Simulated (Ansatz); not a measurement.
# Mg: a relaxation

The task is a relaxation on Mg.

Method: DFT, r2SCAN, PAW with Ansatz's default frozen-core files, scalar-relativistic; relaxation of cell and atoms, in Ansatz 0.2.0.

**1. Starting point**

The structure is cubic, space group Im-3m (No. 229). Conventional cell: a = 2.953 Å, b = 2.953 Å, c = 2.953 Å, α = 90.00°, β = 90.00°, γ = 90.00°. Mg (site symmetry m-3m) has 8 Mg at 2.56 Å as nearest neighbours.

As a file:

```
Mg
1.0
    -1.47650    1.47650    1.47650
     1.47650   -1.47650    1.47650
     1.47650    1.47650   -1.47650
Mg
1
Direct
  0.00000 0.00000 0.00000
```

**2. The run**

Input file input.yaml:

```yaml
crystal:
  lattice:
    - [-1.4765, 1.4765, 1.4765]
    - [1.4765, -1.4765, 1.4765]
    - [1.4765, 1.4765, -1.4765]
  atoms:
    - { symbol: Mg, position: [0.0, 0.0, 0.0] }
kpoints:
  mp_grid: { grid: [24, 24, 24] }
scf:
  occupations: { method: methfessel_paxton, width: 5.0 }
  max_iter: 100
hamiltonian:
  xc: r2scan
  pseudopotentials: { kind: paw }
relax:
  f_tol: 0.002
  max_steps: 80
  cell: {}
output:
  forces: true
  stress: true
```

Run with:

```sh
$ ansatz run input.yaml --threads 1 --pin off --max-ram 2560MiB --backend cpu --events-out ev --progress --plain --runs-dir out
```

Q: Will this input give a usable result? If not, why, and what should change?

This run ends as converged. Convergence says nothing about whether the input makes sense.

In the input, scf.occupations.method is methfessel_paxton; scf.occupations.width is 5.0. A smearing this wide moves electrons out of filled levels into empty ones.

The test: set scf.occupations.method to fermi_dirac and scf.occupations.width to 0.1.
